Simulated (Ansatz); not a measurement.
# Al2Si: the cost of one run

Program: Ansatz 0.2.0. Level of theory: DFT PBE, scalar-relativistic, plane waves, PAW. These are calculated values, not measurements.

## Step 1: The structure to begin with

The structure is tetragonal, space group P4_2/nmc (No. 137). Conventional cell: a = 3.195 Å, b = 3.195 Å, c = 9.214 Å, α = 90.00°, β = 90.00°, γ = 90.00°. Al (site symmetry 2mm) is surrounded by 2 Si at 1.97 Å. Around Si (site symmetry -4m2) lie 4 Al at 1.97 Å.

Coordinates:

```cif
data_structure
_symmetry_space_group_name_H-M 'P4_2/nmc:1'
_symmetry_Int_Tables_number 137
_cell_length_a 3.1950
_cell_length_b 3.1950
_cell_length_c 9.2138
_cell_angle_alpha 90.000
_cell_angle_beta 90.000
_cell_angle_gamma 90.000
_cell_volume 94.06
loop_
_atom_site_label
_atom_site_type_symbol
_atom_site_symmetry_multiplicity
_atom_site_Wyckoff_symbol
_atom_site_fract_x
_atom_site_fract_y
_atom_site_fract_z
_atom_site_occupancy
Al1 Al 4 d 0.00000 0.50000 0.12500 1
Si1 Si 2 a 0.00000 0.00000 0.00000 1
```

The cell is invented: species swapped into a database cell of ZnCl2 (P4_2/nmc, No. 137), with Si on the Zn sites and Al on the Cl sites. The dimensions are guesses.

## Step 2: The guess as it stands, on a coarse mesh

Input file input.yaml:

```yaml
crystal:
  lattice:
    - [3.19504264, 0.0, 0.0]
    - [0.0, 3.19504264, 0.0]
    - [0.0, 0.0, 9.2138121]
  atoms:
    - { symbol: Al, position: [0.0, 0.5, 0.125] }
    - { symbol: Al, position: [0.0, 0.5, 0.625] }
    - { symbol: Al, position: [0.5, 0.0, 0.375] }
    - { symbol: Al, position: [0.5, 0.0, 0.875] }
    - { symbol: Si, position: [0.0, 0.0, 0.0] }
    - { symbol: Si, position: [0.5, 0.5, 0.5] }
basis:
  ecutwfc: 420
kpoints:
  mp_grid: { grid: [6, 6, 2] }
hamiltonian:
  xc: pbe
scf:
  occupations: { method: gaussian, width: 0.1 }
  lower_state_search: "off"
output:
  forces: true
  stress: true
  eigenvalues: true
```

On the command line:

```sh
> ansatz run input.yaml --threads 1 --pin off --max-ram 2560MiB --backend cpu --events-out ev --progress --plain --runs-dir out
```

**Question.** How long does this run take on 1 thread of Arm Neoverse V1, shared host, and how much memory does it need?

About 2 s, with a peak of 0.32 GiB.
